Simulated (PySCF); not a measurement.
# C3H4BFO2: the cost of one run

The runs use PySCF 2.14.0, with density-fitted response routines of our own; the level of theory stands in each step. All values are computed, except where a source is named. Atoms are numbered from 0 throughout.

### 1 The molecule as given

11 atoms, charge 0, multiplicity 1; geometry from: GFN2-xTB. The atoms were then displaced at random by about 0.01 Å, so the start is not that level's minimum.

Bonds of the start (Å): F0–C1 1.38, C1–C2 1.39, C2–O3 1.21, O3–B4 1.57, B4–O5 1.56, O5–C6 1.27, C6–C1 1.38, C2–H7 1.11, B4–H8 1.21, B4–H9 1.17, C6–H10 1.08.

### 2 Relaxing the molecule at PBE0-D3(BJ)/def2-SVP

What the job is given:

```
{"job": {"xc": "PBE0", "basis": "def2-SVP", "d3": "d3bj", "grid": 1, "shake": 0.01, "kind": "geom"}, "charge": 0, "multiplicity": 1}
F      2.577040     0.406820    -0.435610
C      1.233400     0.204560    -0.217430
C      0.749950    -1.090320    -0.046430
O     -0.403810    -1.362340     0.171880
B     -1.526510    -0.263510     0.252750
O     -0.887160     1.146990     0.037490
C      0.358750     1.274530    -0.165240
H      1.487760    -1.917150    -0.087640
H     -1.966880    -0.270290     1.382490
H     -2.298190    -0.444200    -0.606710
H      0.713760     2.289080    -0.301230
```

Run with:

```sh
$ OMP_NUM_THREADS=1 python probes_run.py task.json out
```

This one command runs all jobs of the session in turn.

**Question.** How long does this first job take on 1 thread of Arm Neoverse V2, shared host, and how much memory does it need?

About 97 s, with a peak of 0.52 GiB.
